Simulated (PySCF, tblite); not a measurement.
# C5H9FO2: a rotation path, then NMR shifts on frames, part 2 of 2

tblite 0.8.0 and PySCF 2.14.0. Atoms count from 0.

## (5) Nuclear shieldings: image 6, PBE0/pcSseg-1

What the job is given:

```
{"job": {"kind": "nmr", "xc": "PBE0", "basis": "pcSseg-1", "pop": false}, "charge": 0, "multiplicity": 1}
C     -0.858900     0.874400    -2.181900
C     -0.043000     0.159200    -1.432200
C      0.239000     0.463800     0.018900
O     -0.308500    -0.523400     0.851500
C     -1.696000    -0.441300     1.042700
O      1.642000     0.525700     0.244000
C      2.208500    -0.511900     0.936000
F      1.990400    -0.390400     2.288400
H     -1.347000     1.758100    -1.803600
H     -1.068500     0.612800    -3.205200
H      0.443400    -0.729900    -1.807500
H     -0.159600     1.462000     0.278700
H     -1.937700    -1.232400     1.749200
H     -2.237800    -0.603000     0.104000
H     -1.983300     0.528800     1.462700
H      1.817400    -1.498400     0.652900
H      3.292600    -0.442200     0.791500
```

Method: GIAO PBE0/pcSseg-1 NMR shielding, non-relativistic, gas phase.

The log of the run:

```text
coarse grid: 14272 points
cycle   1  E = -445.4425094109  dE =  1.081e+00  |g| = 8.464e-01  |ddm| = 3.496e+00
cycle   2  E = -445.3460115384  dE =  9.650e-02  |g| = 1.155e+00  |ddm| = 1.231e+00
cycle   3  E = -445.5668009620  dE = -2.208e-01  |g| = 8.463e-02  |ddm| = 7.459e-01
cycle   4  E = -445.5678999775  dE = -1.099e-03  |g| = 4.184e-02  |ddm| = 8.545e-02
cycle   5  E = -445.5682485584  dE = -3.486e-04  |g| = 1.035e-02  |ddm| = 3.467e-02
cycle   6  E = -445.5682641665  dE = -1.561e-05  |g| = 3.596e-03  |ddm| = 8.220e-03
cycle   7  E = -445.5682666841  dE = -2.518e-06  |g| = 5.397e-04  |ddm| = 2.838e-03
final grid: 138408 points
cycle   8  E = -445.6455605630  dE = -4.301e-05  |g| = 1.400e-02  |ddm| = 3.151e-02
cycle   9  E = -445.6455291221  dE =  3.144e-05  |g| = 1.958e-02  |ddm| = 1.922e-02
cycle  10  E = -445.6455962211  dE = -6.710e-05  |g| = 1.421e-03  |ddm| = 1.156e-02
cycle  11  E = -445.6455966571  dE = -4.361e-07  |g| = 2.473e-04  |ddm| = 1.339e-03
cycle  12  E = -445.6455966648  dE = -7.654e-09  |g| = 1.350e-04  |ddm| = 2.327e-04
cycle  13  E = -445.6455966676  dE = -2.758e-09  |g| = 2.458e-05  |ddm| = 8.435e-05
cycle  14  E = -445.6455966677  dE = -1.077e-10  |g| = 1.111e-05  |ddm| = 2.633e-05
converged SCF energy = -445.6455966677

GIAO shielding tensors (ppm)
atom      isotropic    diamagn.    paramagn.     s11        s22        s33       span
  0 C       61.851     255.186    -193.334    -53.950     72.973    166.532    220.482
  1 C       42.752     257.053    -214.301    -72.129     54.225    146.159    218.288
  2 C       76.421     243.570    -167.150     65.681     74.164     89.417     23.736
  3 O      279.242     401.368    -122.127    244.826    255.782    337.118     92.291
  4 C      130.805     244.689    -113.883     99.622    110.490    182.305     82.683
  5 O      210.717     398.046    -187.329    157.255    199.476    275.419    118.164
  6 C       86.728     239.026    -152.297     55.877     83.368    120.940     65.062
  7 F      329.013     474.078    -145.065    223.856    334.874    428.309    204.453
  8 H       26.229      31.761      -5.532     22.383     25.736     30.569      8.186
  9 H       26.066      28.956      -2.890     23.213     25.293     29.694      6.481
 10 H       25.873      32.540      -6.667     23.506     25.216     28.897      5.392
 11 H       26.701      32.641      -5.939     23.974     27.101     29.029      5.056
 12 H       27.745      29.002      -1.258     23.557     25.582     34.096     10.539
 13 H       28.312      30.316      -2.004     24.214     27.074     33.647      9.433
 14 H       28.624      29.885      -1.261     24.840     26.087     34.945     10.105
 15 H       25.710      30.051      -4.341     22.358     25.876     28.898      6.540
 16 H       26.205      26.854      -0.648     21.108     26.451     31.057      9.950
```

Wall time 16 s (1 thread of Intel Xeon 6975P-C, shared host); peak memory 0.83 GiB.

Key values: δ C1 144.2, C0 125.1, C2 110.5, C6 100.2, H15 6.01, H10 5.84 ppm.

## (6) NMR shieldings: image 7, PBE0/pcSseg-1

What the job is given:

```
{"job": {"kind": "nmr", "xc": "PBE0", "basis": "pcSseg-1", "pop": false}, "charge": 0, "multiplicity": 1}
C     -0.814400     0.816500    -2.172600
C     -0.007100     0.149300    -1.371000
C      0.218400     0.513100     0.077300
O     -0.337400    -0.453900     0.928700
C     -1.731900    -0.406300     1.066900
O      1.602700     0.617700     0.369700
C      2.209900    -0.510500     0.859100
F      1.987000    -0.658400     2.206200
H     -1.338600     1.699100    -1.843000
H     -0.981300     0.514200    -3.192700
H      0.510800    -0.739700    -1.702600
H     -0.201600     1.513700     0.282900
H     -1.976300    -1.179100     1.792400
H     -2.234600    -0.617100     0.116100
H     -2.062200     0.569000     1.441100
H      1.857900    -1.439400     0.389500
H      3.291500    -0.376100     0.742100
```

Method: GIAO PBE0/pcSseg-1 NMR shielding, non-relativistic, gas phase.

The log of the run:

```text
coarse grid: 14272 points
cycle   1  E = -445.4411309109  dE =  1.086e+00  |g| = 8.500e-01  |ddm| = 3.502e+00
cycle   2  E = -445.3411722371  dE =  9.996e-02  |g| = 1.167e+00  |ddm| = 1.260e+00
cycle   3  E = -445.5667452784  dE = -2.256e-01  |g| = 8.756e-02  |ddm| = 7.678e-01
cycle   4  E = -445.5679426578  dE = -1.197e-03  |g| = 4.250e-02  |ddm| = 8.841e-02
cycle   5  E = -445.5683028834  dE = -3.602e-04  |g| = 1.057e-02  |ddm| = 3.521e-02
cycle   6  E = -445.5683191787  dE = -1.630e-05  |g| = 3.670e-03  |ddm| = 8.331e-03
cycle   7  E = -445.5683217972  dE = -2.619e-06  |g| = 5.518e-04  |ddm| = 2.888e-03
final grid: 138408 points
cycle   8  E = -445.6454061577  dE = -4.442e-05  |g| = 1.386e-02  |ddm| = 3.343e-02
cycle   9  E = -445.6453754039  dE =  3.075e-05  |g| = 1.937e-02  |ddm| = 1.899e-02
cycle  10  E = -445.6454413532  dE = -6.595e-05  |g| = 1.446e-03  |ddm| = 1.149e-02
cycle  11  E = -445.6454418044  dE = -4.512e-07  |g| = 2.400e-04  |ddm| = 1.360e-03
cycle  12  E = -445.6454418117  dE = -7.303e-09  |g| = 1.323e-04  |ddm| = 2.252e-04
cycle  13  E = -445.6454418143  dE = -2.591e-09  |g| = 2.385e-05  |ddm| = 8.084e-05
cycle  14  E = -445.6454418144  dE = -9.743e-11  |g| = 1.031e-05  |ddm| = 2.443e-05
converged SCF energy = -445.6454418144

GIAO shielding tensors (ppm)
atom      isotropic    diamagn.    paramagn.     s11        s22        s33       span
  0 C       61.884     254.989    -193.105    -53.669     72.910    166.410    220.079
  1 C       44.540     257.663    -213.123    -71.502     53.966    151.154    222.656
  2 C       76.173     243.610    -167.436     64.188     75.225     89.107     24.919
  3 O      276.704     401.171    -124.467    239.903    253.067    337.140     97.237
  4 C      131.016     244.738    -113.722    100.009    110.707    182.332     82.323
  5 O      206.710     397.853    -191.143    151.015    193.432    275.682    124.667
  6 C       86.136     239.453    -153.318     55.324     84.211    118.873     63.549
  7 F      326.810     473.900    -147.089    223.275    330.956    426.200    202.925
  8 H       26.249      31.712      -5.463     22.427     25.738     30.583      8.156
  9 H       26.061      29.045      -2.984     23.234     25.249     29.701      6.466
 10 H       25.782      32.658      -6.876     23.343     24.939     29.066      5.723
 11 H       26.765      32.537      -5.773     24.056     27.060     29.179      5.122
 12 H       27.753      28.973      -1.220     23.508     25.637     34.113     10.606
 13 H       28.338      30.348      -2.011     24.274     27.089     33.650      9.376
 14 H       28.633      29.794      -1.162     24.844     26.045     35.009     10.165
 15 H       25.844      30.192      -4.348     22.200     26.372     28.962      6.763
 16 H       26.179      26.884      -0.706     21.131     26.360     31.045      9.914
```

It took 16 s on 1 thread of Intel Xeon 6975P-C, shared host; peak memory 0.83 GiB.

This run: δ C1 142.4, C0 125.0, C2 110.8, C6 100.8, H10 5.93, H15 5.87 ppm.

## (7) Shielding tensors: image 8, PBE0/pcSseg-1

What the job is given:

```
{"job": {"kind": "nmr", "xc": "PBE0", "basis": "pcSseg-1", "pop": false}, "charge": 0, "multiplicity": 1}
C     -0.699100     0.807500    -2.207600
C     -0.003400     0.096700    -1.341600
C      0.150100     0.473100     0.112800
O     -0.408300    -0.509000     0.946800
C     -1.796600    -0.398500     1.129000
O      1.515800     0.653100     0.445300
C      2.226700    -0.465900     0.796900
F      2.119900    -0.723500     2.141400
H     -1.186900     1.725300    -1.922800
H     -0.805200     0.508900    -3.236600
H      0.480800    -0.826300    -1.627400
H     -0.313300     1.456900     0.296600
H     -2.074400    -1.208200     1.800000
H     -2.333400    -0.506300     0.179400
H     -2.060900     0.563600     1.582600
H      1.894600    -1.380200     0.287400
H      3.286700    -0.255300     0.607800
```

Level: GIAO PBE0/pcSseg-1 NMR shielding, non-relativistic, gas phase.

The log of the run:

```text
coarse grid: 14272 points
cycle   1  E = -445.4418489244  dE =  1.079e+00  |g| = 8.502e-01  |ddm| = 3.502e+00
cycle   2  E = -445.3419500111  dE =  9.990e-02  |g| = 1.167e+00  |ddm| = 1.256e+00
cycle   3  E = -445.5676328251  dE = -2.257e-01  |g| = 8.642e-02  |ddm| = 7.636e-01
cycle   4  E = -445.5688146186  dE = -1.182e-03  |g| = 4.125e-02  |ddm| = 8.661e-02
cycle   5  E = -445.5691600566  dE = -3.454e-04  |g| = 1.030e-02  |ddm| = 3.432e-02
cycle   6  E = -445.5691753938  dE = -1.534e-05  |g| = 3.692e-03  |ddm| = 8.070e-03
cycle   7  E = -445.5691780091  dE = -2.615e-06  |g| = 5.476e-04  |ddm| = 2.832e-03
final grid: 138408 points
cycle   8  E = -445.6464136231  dE = -4.351e-05  |g| = 1.411e-02  |ddm| = 3.377e-02
cycle   9  E = -445.6463809519  dE =  3.267e-05  |g| = 1.984e-02  |ddm| = 1.927e-02
cycle  10  E = -445.6464499775  dE = -6.903e-05  |g| = 1.420e-03  |ddm| = 1.169e-02
cycle  11  E = -445.6464504158  dE = -4.384e-07  |g| = 2.360e-04  |ddm| = 1.325e-03
cycle  12  E = -445.6464504229  dE = -7.103e-09  |g| = 1.328e-04  |ddm| = 2.254e-04
cycle  13  E = -445.6464504255  dE = -2.586e-09  |g| = 2.326e-05  |ddm| = 7.884e-05
cycle  14  E = -445.6464504256  dE = -9.027e-11  |g| = 1.009e-05  |ddm| = 2.356e-05
converged SCF energy = -445.6464504256

GIAO shielding tensors (ppm)
atom      isotropic    diamagn.    paramagn.     s11        s22        s33       span
  0 C       62.075     254.757    -192.682    -52.608     73.331    165.500    218.108
  1 C       44.828     257.849    -213.021    -72.810     53.664    153.630    226.439
  2 C       75.799     243.643    -167.844     62.556     76.291     88.551     25.995
  3 O      276.593     400.810    -124.216    230.623    264.249    334.908    104.285
  4 C      130.095     244.586    -114.491     97.569    109.790    182.926     85.357
  5 O      201.137     397.901    -196.764    149.029    179.768    274.615    125.586
  6 C       85.944     239.620    -153.675     55.037     84.306    118.490     63.453
  7 F      329.137     473.097    -143.960    224.637    334.413    428.360    203.722
  8 H       26.251      31.675      -5.424     22.464     25.738     30.551      8.086
  9 H       26.100      29.045      -2.945     23.312     25.240     29.749      6.437
 10 H       25.678      32.729      -7.051     23.153     24.764     29.118      5.966
 11 H       26.917      32.893      -5.976     24.345     27.321     29.086      4.741
 12 H       27.779      28.782      -1.003     23.624     25.553     34.160     10.536
 13 H       28.351      30.195      -1.845     24.269     26.932     33.852      9.584
 14 H       28.492      29.622      -1.130     24.623     26.072     34.782     10.158
 15 H       25.890      30.192      -4.302     21.967     26.929     28.772      6.805
 16 H       26.151      27.030      -0.879     21.078     26.460     30.915      9.836
```

Wall time 16 s (1 thread of Intel Xeon 6975P-C, shared host); peak memory 0.83 GiB.

In short: δ C1 142.1, C0 124.9, C2 111.1, C6 101.0, H10 6.04, H15 5.83 ppm.

## (8) Side by side: NMR shifts

Shifts (ppm) of some atoms, chosen among heavy atoms and hydrogens apart, with basis size and wall time:

| frame | C1 | C2 | H15 | H11 | O5 | O3 | F7 | functions | time |
| --- | --- | --- | --- | --- | --- | --- | --- | --- | --- |
| image 0 | 143.5 | 106.8 | 6.04 | 4.98 | 134.7 | 55.1 | -187.6 | 181 | 16 s |
| image 3 | 145.3 | 107.7 | 6.30 | 5.05 | 123.6 | 53.4 | -182.5 | 181 | 16 s |
| image 6 | 144.2 | 110.5 | 6.01 | 5.02 | 125.4 | 56.8 | -158.1 | 181 | 16 s |
| image 7 | 142.4 | 110.8 | 5.87 | 4.95 | 129.4 | 59.4 | -155.9 | 181 | 16 s |
| image 8 | 142.1 | 111.1 | 5.83 | 4.80 | 134.9 | 59.5 | -158.2 | 181 | 16 s |

## (9) Summary of results

This closing draws on all 2 parts.

| quantity | value |
| --- | --- |
| barrier | 0.139 eV (3.2 kcal/mol) at image 6 |
| end to end (GFN2-xTB) | 0.119 eV |
| 13C shifts against TMS (PBE0/pcSseg-1, image 0) | 143.5, 126.6, 106.8, 101.7, 55.4 ppm |
| 1H shifts against TMS (PBE0/pcSseg-1, image 0) | 6.04, 6.04, 5.71, 5.58, 5.57, 4.98, 3.85, 3.38, 3.02 ppm |
| 17O shifts against H2O (PBE0/pcSseg-1, image 0) | 134.7, 55.1 ppm |
| 19F shifts against CFCl3 (PBE0/pcSseg-1, image 0) | -187.6 ppm |
| range of the shift of F7 | -187.6 to -155.9 ppm |

What this shows: Along the band the dihedral turns by 99°, and the top (dihedral 252°) lies 3.2 kcal/mol above the start (GFN2-xTB, rough), so at room temperature this motion is fast. The top was not checked by a frequency run. Shifts at one fixed geometry are not the observed spectrum, which averages over the motion. In ppm, F7 moves most: its shift spreads over 31.7 ppm, from -187.6 (image 0) to -155.9 (image 7).
